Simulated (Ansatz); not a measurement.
Geometry optimisation, DFT PBE, scalar-relativistic, plane waves, PAW in Ansatz 0.2.0.

Input file:

```yaml
crystal:
  lattice:
    - [6.98, 0.0, 0.0]
    - [0.0, 6.98, 0.0]
    - [0.0, 0.0, 6.98]
  atoms:
    - { symbol: Li, position: [0.0, 0.0, 0.0] }
    - { symbol: Li, position: [0.5, 0.0, 0.0] }
    - { symbol: Li, position: [0.0, 0.5, 0.0] }
    - { symbol: Li, position: [0.0, 0.0, 0.5] }
    - { symbol: Li, position: [0.25, 0.25, 0.25] }
    - { symbol: Li, position: [0.5, 0.5, 0.0] }
    - { symbol: Li, position: [0.5, 0.0, 0.5] }
    - { symbol: Li, position: [0.75, 0.25, 0.25] }
    - { symbol: Li, position: [0.0, 0.5, 0.5] }
    - { symbol: Li, position: [0.25, 0.75, 0.25] }
    - { symbol: Li, position: [0.25, 0.25, 0.75] }
    - { symbol: Li, position: [0.5, 0.5, 0.5] }
    - { symbol: Li, position: [0.75, 0.75, 0.25] }
    - { symbol: Li, position: [0.75, 0.25, 0.75] }
    - { symbol: Li, position: [0.25, 0.75, 0.75] }
    - { symbol: Li, position: [0.75, 0.75, 0.75] }
    - { symbol: Li, position: [0.8784786, 0.7556507, 0.5114502] }
basis:
  ecutwfc: 420.0
kpoints:
  mp_grid: { grid: [3, 3, 3] }
hamiltonian:
  xc: pbe
scf:
  occupations: { method: fermi_dirac, width: 0.15 }
  lower_state_search: "off"
relax:
  f_tol: 0.03
  max_steps: 60
  adjacent_minimum: "off"
output:
  write_density: true
  write_potential: true
  elf: true
  volumetric_format: npy
```

Run as:

```bash
$ ansatz run input.yaml --threads 2 --pin off --max-ram 5120MiB --backend cpu --events-out ev --progress --plain --runs-dir out
```

Where does it end, and by what steps?

It converged. The force dipped under the threshold on the way, but the program's further checks kept it going. Limits of this set-up: coarse k mesh. After 13 steps the energy has fallen by 1.703 eV; Li17 moved furthest, 1.05 Å. Joined: Li1–Li17, Li4–Li7, Li14–Li17, Li15–Li16.

```
step  energy less start (eV)  largest force component (eV/Å)  accepted
   0                  0.0000                           1.708       yes
   1                 -0.9343                           1.038       yes
   2                 -1.4251                           0.397       yes
   3                 -1.5651                           0.108       yes
   4                 -1.6069                           0.072       yes
   5                 -1.6388                           0.064       yes
   6                 -1.6627                           0.072       yes
   7                 -1.6918                           0.027       yes
   8                 -1.6918                           0.027       yes
   9                 -1.6931                           0.057       yes
  10                 -1.7008                           0.012       yes
  11                 -1.7008                           0.012       yes
  12                 -1.7018                           0.012       yes
  13                 -1.7030                           0.012       yes
```

```xyz
17
Lattice="6.9800 0.0000 0.0000 0.0000 6.9800 0.0000 0.0000 0.0000 6.9800" Properties=species:S:1:pos:R:3
Li -0.025 -0.085 -0.036
Li 3.422 0.022 0.076
Li -0.140 3.540 -0.159
Li 0.729 0.403 2.992
Li 1.668 2.026 1.403
Li 3.577 3.183 0.181
Li 3.488 -0.037 3.429
Li 5.350 1.593 1.796
Li -0.036 3.418 3.482
Li 1.751 5.089 1.652
Li 1.755 1.747 5.274
Li 3.467 3.354 3.394
Li 5.237 5.178 1.697
Li 5.248 1.663 5.189
Li 1.763 5.142 5.234
Li 4.589 4.845 5.592
Li 6.171 6.073 4.254
```

Whether the end is a true minimum wasn't checked by a vibrational analysis.

The run took 110 s on 2 threads of Arm Neoverse V1, on a shared host, peak memory 0.55 GiB.
